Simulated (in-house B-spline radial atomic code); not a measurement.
**Cd⁴⁺: excited configurations**

Wanted: excitation energies of Cd⁴⁺ as differences of total energies (ΔSCF).

Program: in-house B-spline radial atomic code version 1. Level of theory: scalar-relativistic (spin-free one-electron X2C) HSE06, spin-polarised, spherical density, exact exchange averaged over the configuration, Fermi nucleus, basis-set limit. These are calculated values, not measurements, unless marked.

## (1) Starting point

| Quantity | Value |
| --- | --- |
| element | cadmium (Z = 48) |
| charge | +4 |
| electrons | 44 |
| configuration | [Kr] 4d8 |
| Hamiltonian | scalar-relativistic (X2C) |
| nucleus | Fermi, rms radius 4.609 fm |

The outer shells:

[Kr] 4d8
```
[Kr] core
4d [↑↓][↑↓][↑↓][↑ ][↑ ]
```

Where spins are not typed, each open shell is filled with up spins first.

## (2) Reference run

Settings of the run:

```ini
Z = 48
electrons = 44.0
configuration = [Kr] 4d8
hamiltonian = x2c
method = hse06
spin_polarised = True
nucleus = fermi
rms_radius = 4.6087
mass_number = 114
atomic_mass = 113.903364998
speed_of_light = 137.035999084
exact_exchange = averaged over the configuration
```

Started as:

```sh
> python run_scf.py task.json out
```

The settings of every run stand in task.json; they run in order.

## (3) Run with [Ar] 3d9 4s2 4p6 4d8 5s1

The settings differ from step 2 so:

```diff
@@ -2,3 +2,3 @@
 electrons = 44.0
-configuration = [Kr] 4d8
+configuration = [Ar] 3d9 4s2 4p6 4d8 5s1
 hamiltonian = x2c
```

## (4) Configuration [Kr] 4d7 5f1

The settings differ from step 3 so:

```diff
@@ -2,3 +2,3 @@
 electrons = 44.0
-configuration = [Ar] 3d9 4s2 4p6 4d8 5s1
+configuration = [Kr] 4d7 5f1
 hamiltonian = x2c
```

## (5) Run with [Kr] 4d7 4f1

The settings differ from step 4 so:

```diff
@@ -2,3 +2,3 @@
 electrons = 44.0
-configuration = [Kr] 4d7 5f1
+configuration = [Kr] 4d7 4f1
 hamiltonian = x2c
```

## (6) [Ar] 3d9 4s2 4p6 4d9

The settings differ from step 5 so:

```diff
@@ -2,3 +2,3 @@
 electrons = 44.0
-configuration = [Kr] 4d7 4f1
+configuration = [Ar] 3d9 4s2 4p6 4d9
 hamiltonian = x2c
```

## (7) Run with [Ar] 3d9 4s2 4p6 4d8 5p1

The settings differ from step 6 so:

```diff
@@ -2,3 +2,3 @@
 electrons = 44.0
-configuration = [Ar] 3d9 4s2 4p6 4d9
+configuration = [Ar] 3d9 4s2 4p6 4d8 5p1
 hamiltonian = x2c
```

## (8) Configuration [Ar] 3d9 4s2 4p6 4d8 4f1

The settings differ from step 7 so:

```diff
@@ -2,3 +2,3 @@
 electrons = 44.0
-configuration = [Ar] 3d9 4s2 4p6 4d8 5p1
+configuration = [Ar] 3d9 4s2 4p6 4d8 4f1
 hamiltonian = x2c
```

Q: How far above the reference does each configuration lie (order and size, in eV)?

**Answer**, as computed:

| net move | configuration | 2|M_S|+1 | energy above the reference (eV) | largest <r> (bohr) |
| --- | --- | --- | --- | --- |
| 4d → 4f | [Kr] 4d7 4f1 | 5 | 44.427 | 2.49 |
| 4d → 5f | [Kr] 4d7 5f1 | 5 | 53.140 | 4.81 |
| 3d → 4d | [Ar] 3d9 4s2 4p6 4d9 | 3 | 397.40 | 1.12 |
| 3d → 5s | [Ar] 3d9 4s2 4p6 4d8 5s1 | 5 | 418.37 | 2.06 |
| 3d → 5p | [Ar] 3d9 4s2 4p6 4d8 5p1 | 5 | 428.20 | 2.33 |
| 3d → 4f | [Ar] 3d9 4s2 4p6 4d8 4f1 | 5 | 445.27 | 2.44 |

The energies run from 44.427 eV (4d → 4f) to 445.27 eV (3d → 4f). 4 of them lie more than 60 % above minus the reference's highest level (63.536 eV), in the range where a state can decay by emitting an electron. Two partly filled shells share a symmetry and can mix in the average, which may lower the energy, for: 3d → 4d; 3d → 5s; 3d → 5p; 3d → 4f. The reference has 2|M_S|+1 = 3; 5 of the configurations differ from it in spin. These are spherical averages at the typed spins, not spectroscopic levels.
